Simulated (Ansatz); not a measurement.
Here is an Ansatz 0.2.0 calculation.

input.yaml

```yaml
crystal:
  lattice:
    - [1.2893368271, 0.7443989642, 9.9743618604]
    - [-1.2893368271, 0.7443989642, 9.9743618604]
    - [0.0, -1.4887979284, 9.9743618604]
  atoms:
    - { symbol: Co, position: [0.401145, 0.401145, 0.401145], spin: 2.0 }
    - { symbol: Co, position: [0.799679, 0.799679, 0.799679], spin: 2.0 }
    - { symbol: Co, position: [0.200321, 0.200321, 0.200321], spin: 2.0 }
    - { symbol: Co, position: [0.598855, 0.598855, 0.598855], spin: 2.0 }
    - { symbol: Al, position: [0.0, 0.0, 0.0] }
hamiltonian:
  xc: pbesol
  pseudopotentials: { kind: paw }
magnetization:
  spin_polarized: true
kpoints:
  mp_grid: { grid: [12, 12, 12] }
scf:
  occupations: { method: fermi_dirac, width: 0.05 }
output:
  forces: true
  stress: true
  eigenvalues: true
```

Potentials or basis: Ansatz PAW.

The run is started by

```console
$ ansatz run input.yaml --threads 2 --pin off --max-ram 5632MiB --backend cpu --events-out ev --progress --plain --runs-dir out
```

Problem. Predict the net moment.

Solution. 5.93 μB per cell.

Problem. Predict the band gap on the k mesh.

Solution. None (metal or under the smearing width).

Problem. Estimate the largest force.

Solution. 0.195 eV/Å.

Problem. What does it give for the site moments?

Solution. Co +1.36, +1.75; Al -0.05 μB.

Stress tensor (GPa, compression positive):
```
-7.98  0.00  0.00
 0.00 -7.98  0.00
 0.00  0.00 -7.36
```

Caveat: the PAW data sets come from PBE, with cores solved anew for the run's functional, which leaves a small shift of forces and pressure.
